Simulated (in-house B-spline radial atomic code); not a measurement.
# Zr¹⁹⁺: excited configurations in jj coupling

How much energy does it take to promote electrons of Zr¹⁹⁺ to other shells? Each configuration is solved by itself and compared with the reference.

Method: Dirac-Hartree-Fock, average of configuration, Fermi nucleus, basis-set limit. Code: in-house B-spline radial atomic code version 1.

**1. The system**

```
element       : zirconium (Z = 40)
charge        : +19
electrons     : 21
configuration : 1s2 2s2 2p6 3s2 3p6 3d-3
Hamiltonian   : Dirac-Coulomb
nucleus       : Fermi, rms radius 4.269 fm
```

In configurations, a minus sign after the shell means j = l − 1/2 and a plus sign j = l + 1/2; the count of electrons follows.

Settings, as recorded:

```ini
Z = 40
electrons = 21.0
configuration = 1s2 2s2 2p6 3s2 3p6 3d-3
hamiltonian = dirac
method = hf
spin_polarised = False
nucleus = fermi
rms_radius = 4.2694
mass_number = 90
atomic_mass = 89.904698755
speed_of_light = 137.035999084
```

The reference is known from an earlier run: -3401.808646 hartree in all. Up to eight levels, counted from the top:

| orbital | occupation | energy (eV) | <r> (bohr) |
| --- | --- | --- | --- |
| 1s1/2 | 2 | -18795.9 | 0.03706 |
| 2s1/2 | 2 | -3258.41 | 0.1610 |
| 2p1/2 | 2 | -3038.34 | 0.1380 |
| 2p3/2 | 4 | -2944.53 | 0.1419 |
| 3s1/2 | 2 | -1030.13 | 0.4232 |
| 3p1/2 | 2 | -950.26 | 0.4125 |
| 3p3/2 | 4 | -922.01 | 0.4214 |
| 3d3/2 | 3 | -803.89 | 0.3810 |

**2. 1s2 2s2 2p6 3s2 3p-2 3p+3 3d-2 3d+1 6g-1**

Settings, as recorded:

```ini
Z = 40
electrons = 21.0
configuration = 1s2 2s2 2p6 3s2 3p-2 3p+3 3d-2 3d+1 6g-1
hamiltonian = dirac
method = hf
spin_polarised = False
nucleus = fermi
rms_radius = 4.2694
mass_number = 90
atomic_mass = 89.904698755
speed_of_light = 137.035999084
```

**3. Configuration 1s2 2s2 2p6 3s2 3p6 3d-1 3d+1 5p+1**

Changes to the settings of step 2:

```diff
@@ -2,3 +2,3 @@
 electrons = 21.0
-configuration = 1s2 2s2 2p6 3s2 3p-2 3p+3 3d-2 3d+1 6g-1
+configuration = 1s2 2s2 2p6 3s2 3p6 3d-1 3d+1 5p+1
 hamiltonian = dirac
```

**4. 1s2 2s2 2p6 3s2 3p-2 3p+3 3d-3 4d+1**

Changes to the settings of step 3:

```diff
@@ -2,3 +2,3 @@
 electrons = 21.0
-configuration = 1s2 2s2 2p6 3s2 3p6 3d-1 3d+1 5p+1
+configuration = 1s2 2s2 2p6 3s2 3p-2 3p+3 3d-3 4d+1
 hamiltonian = dirac
```

**5. Run with 1s2 2s2 2p6 3s2 3p-2 3p+3 3d-1 3d+2 5p+1**

Changes to the settings of step 4:

```diff
@@ -2,3 +2,3 @@
 electrons = 21.0
-configuration = 1s2 2s2 2p6 3s2 3p-2 3p+3 3d-3 4d+1
+configuration = 1s2 2s2 2p6 3s2 3p-2 3p+3 3d-1 3d+2 5p+1
 hamiltonian = dirac
```

**6. Configuration 1s2 2s2 2p6 3s2 3p-2 3p+3 3d-1 3d+2 5g+1**

Changes to the settings of step 5:

```diff
@@ -2,3 +2,3 @@
 electrons = 21.0
-configuration = 1s2 2s2 2p6 3s2 3p-2 3p+3 3d-1 3d+2 5p+1
+configuration = 1s2 2s2 2p6 3s2 3p-2 3p+3 3d-1 3d+2 5g+1
 hamiltonian = dirac
```

**7. Run with 1s2 2s2 2p6 3s2 3p6 3d-1 3d+2**

Changes to the settings of step 6:

```diff
@@ -2,3 +2,3 @@
 electrons = 21.0
-configuration = 1s2 2s2 2p6 3s2 3p-2 3p+3 3d-1 3d+2 5g+1
+configuration = 1s2 2s2 2p6 3s2 3p6 3d-1 3d+2
 hamiltonian = dirac
```

**8. Configuration 1s2 2s2 2p6 3s2 3p6 3d-2 3d+1**

Changes to the settings of step 7:

```diff
@@ -2,3 +2,3 @@
 electrons = 21.0
-configuration = 1s2 2s2 2p6 3s2 3p6 3d-1 3d+2
+configuration = 1s2 2s2 2p6 3s2 3p6 3d-2 3d+1
 hamiltonian = dirac
```

**9. Configuration 1s2 2s2 2p6 3s2 3p6 3d+3**

Changes to the settings of step 8:

```diff
@@ -2,3 +2,3 @@
 electrons = 21.0
-configuration = 1s2 2s2 2p6 3s2 3p6 3d-2 3d+1
+configuration = 1s2 2s2 2p6 3s2 3p6 3d+3
 hamiltonian = dirac
```

How far above the reference does each configuration lie (order and size, in eV)?

The runs gave:

| net move | configuration | energy above the reference (eV) | with Breit, QED, recoil (eV) | largest <r> (bohr) |
| --- | --- | --- | --- | --- |
| 3d3/2 → 3d5/2 | 1s2 2s2 2p6 3s2 3p6 3d-2 3d+1 | 4.829 | 4.616 | 0.423 |
| 2×3d3/2 → 2×3d5/2 | 1s2 2s2 2p6 3s2 3p6 3d-1 3d+2 | 8.496 | 8.124 | 0.423 |
| 3×3d3/2 → 3×3d5/2 | 1s2 2s2 2p6 3s2 3p6 3d+3 | 11.002 | 10.523 | 0.423 |
| 3p3/2 → 4d5/2 | 1s2 2s2 2p6 3s2 3p-2 3p+3 3d-3 4d+1 | 523.54 | 523.07 | 0.885 |
| 2×3d3/2 → 3d5/2, 5p3/2 | 1s2 2s2 2p6 3s2 3p6 3d-1 3d+1 5p+1 | 538.35 | 537.98 | 1.49 |
| 2×3d3/2, 3p3/2 → 2×3d5/2, 5p3/2 | 1s2 2s2 2p6 3s2 3p-2 3p+3 3d-1 3d+2 5p+1 | 665.75 | 664.93 | 1.49 |
| 2×3d3/2, 3p3/2 → 2×3d5/2, 5g9/2 | 1s2 2s2 2p6 3s2 3p-2 3p+3 3d-1 3d+2 5g+1 | 714.73 | 713.83 | 1.36 |
| 3d3/2, 3p3/2 → 3d5/2, 6g7/2 | 1s2 2s2 2p6 3s2 3p-2 3p+3 3d-2 3d+1 6g-1 | 775.52 | 774.80 | 2.18 |

What this shows: At the bottom stands 3d3/2 → 3d5/2 (4.829 eV), at the top 3d3/2, 3p3/2 → 3d5/2, 6g7/2 (775.52 eV). Two partly filled shells share a symmetry and can mix in the average, which may lower the energy, for: 2×3d3/2, 3p3/2 → 2×3d5/2, 5p3/2. These are averages over configurations, without correlation, not spectroscopic levels.
